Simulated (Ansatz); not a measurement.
The system is CsLiCr2Te2S3.

```
Cs Li Cr Te S
1.0
     3.60358    0.00000    0.00000
    -1.80179    3.12079    0.00000
     0.00000    0.00000   19.06651
Cs Li Cr Te S
1 1 2 2 3
Direct
  0.00000 0.00000 0.37399
  0.66667 0.33333 0.01607
  0.00000 0.00000 0.86637
  0.33333 0.66667 0.16833
  0.33333 0.66667 0.53891
  0.66667 0.33333 0.77276
  0.00000 0.00000 0.10030
  0.33333 0.66667 0.92920
  0.66667 0.33333 0.23408
```

The cell was built by a generator and needn't be a form met in nature.

Base run:

* Program: Ansatz 0.2.0
* Functional: RPBE
* Potentials or basis: Ansatz PAW
* Cutoff: 420 eV (not typed: the program's choice for these potentials)
* k mesh: 9 × 9 × 2
* Occupations: fermi-dirac, width 0.05 eV
* Spin: collinear spin, ferromagnetic start
* Starting moments: [0.0, 0.0, 3.0, 3.0, 0.0, 0.0, 0.0, 0.0, 0.0] μB

Its results: band gap on the k mesh none (metal or under the smearing width); pressure 2.1 GPa; net moment 5.65 μB per cell; site moments Cs +0.00; Li -0.01; Cr +2.61, +2.76; Te -0.01, -0.16; S -0.05, -0.07 μB; largest force 0.137 eV/Å.

Task: The run is repeated on the same cell with these changes: functional from RPBE to PBE; potentials or basis from Ansatz PAW to SPMS NC; cutoff from 420 eV (not typed: the program's choice for these potentials) to 871 eV (not typed: the program's choice for these potentials). What comes out?

Result: Band gap on the k mesh none (metal or under the smearing width); pressure 0.3 GPa; net moment 5.65 μB per cell; site moments Cs +0.00; Li -0.01; Cr +2.64, +2.77; Te -0.01, -0.16; S -0.06, -0.07 μB; largest force 0.039 eV/Å.

Caveats: only a ferromagnetic start was run, and an antiferromagnetic order may lie lower in energy; spin-orbit coupling is left out, which moves the levels of the heavy elements (some runs); the PAW data sets come from PBE, with cores solved anew for the run's functional, which leaves a small shift of forces and pressure (some runs).
